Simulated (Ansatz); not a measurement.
# CH3BF2S: taking an electron away

How much energy removes an electron from CH3BF2S at fixed geometry? The cation is run at each level and the neutral's energy taken from earlier runs.

Program: Ansatz 0.2.0, Gaussian basis. Level of theory: unrestricted cation, the program's frozen cores in correlated methods. These are calculated values, not measurements.

Levels to be run: UKS PBE-D4/def2-TZVPP; UKS r2SCAN-D4/def2-TZVPP; UKS PBE0-D4/def2-TZVPP; UKS B3LYP-D4/def2-TZVPP; UKS wB97X-V/def2-TZVPP; UKS wB97M-V/def2-TZVPP; UKS B2PLYP/def2-TZVPP; UHF-CCSD(T)/def2-TZVPP; UHF-MP2/def2-QZVPP; extrapolation to the limit; then −ε(HOMO) from the neutral's earlier runs with LDA (SPW92), PBE-D4, revPBE-D4, BLYP-D4, r2SCAN-D4, B97M-V, PBE0-D4, B3LYP-D4, r2SCANh-D4, r2SCAN0-D4, HSE06-D4, BHLYP-D4, CAM-B3LYP-D4, LC-ωPBE, ωB97X-V, ωB97M-V.

## (1) The relaxed structure

An earlier PBE0-D4 in a triple-zeta def2 set relaxation fixed the geometry.

SMILES `CSB(F)F`, 8 atoms, charge 0, spin multiplicity 1.

Atoms are counted from 1 here; the program's logs count them from 0.

Bond lengths: C1–S2 1.812 Å, C1–H6 1.088 Å, C1–H7 1.089 Å, C1–H8 1.088 Å, S2–B3 1.791 Å, B3–F4 1.320 Å, B3–F5 1.323 Å. Angles: S2–C1–H6 110.8°, S2–C1–H7 106.5°, S2–C1–H8 110.8°, H6–C1–H7 109.3°, H6–C1–H8 110.0°, H7–C1–H8 109.3°, C1–S2–B3 101.2°, S2–B3–F4 119.6°, S2–B3–F5 122.5°, F4–B3–F5 117.9°.

## (2) Cation, UKS PBE-D4/def2-TZVPP

in.yaml

```yaml
crystal:
  periodic: [false, false, false]
  atoms:
    - {symbol: C, position_ang: [-0.803302, 0.136920, 0.921919]}
    - {symbol: S, position_ang: [0.719295, -0.779625, 0.569872]}
    - {symbol: B, position_ang: [1.068102, -0.245305, -1.103534]}
    - {symbol: F, position_ang: [2.133848, -0.711848, -1.727676]}
    - {symbol: F, position_ang: [0.295401, 0.609586, -1.753226]}
    - {symbol: H, position_ang: [-0.637525, 1.208964, 0.840252]}
    - {symbol: H, position_ang: [-1.080657, -0.107343, 1.946108]}
    - {symbol: H, position_ang: [-1.602963, -0.168649, 0.250486]}
basis:
  gaussian: {orbitals: def2-TZVPP}
total_charge: 1
magnetization: {spin_polarized: true, initial_magnetization: 1}
hamiltonian: {xc: pbe, dispersion: d4}
```

On the command line:

```console
$ ansatz run in.yaml --threads 2 --pin off --events-out ev --progress --plain --max-ram 22528MiB --backend cpu
```

After this run come: Cation, UKS r2SCAN-D4/def2-TZVPP; Cation, UKS PBE0-D4/def2-TZVPP; Cation, UKS B3LYP-D4/def2-TZVPP; Cation, UKS wB97X-V/def2-TZVPP; Cation, UKS wB97M-V/def2-TZVPP; Cation, UKS B2PLYP (frozen core)/def2-TZVPP; Cation, UHF-CCSD(T)/def2-TZVPP; Cation, UHF-MP2/def2-QZVPP.

Q: Predict the results of all the runs planned. Wanted: ionisation energy, CCSD(T)/CBS; nearest functional by difference; nearest −ε(HOMO); −ε(HOMO) of PBE; T1 of the cation.

As calculated:

| quantity | value |
| --- | --- |
| ionisation energy, CCSD(T)/CBS | 10.30 eV |
| nearest functional by difference | ωB97X-V (-0.16 eV) |
| nearest −ε(HOMO) | LC-ωPBE (+0.15 eV) |
| −ε(HOMO) of PBE | 6.49 eV |
| T1 of the cation | 0.017 |

**Reading.** Energy differences with functionals land within 0.35 eV of the reference. −ε(HOMO) of PBE misses by 3.8 eV, since self-interaction lifts the level. Among orbital estimates LC-ωPBE comes nearest. Hartree-Fock falls 1.16 eV short, as the neutral has more correlation energy than the cation.
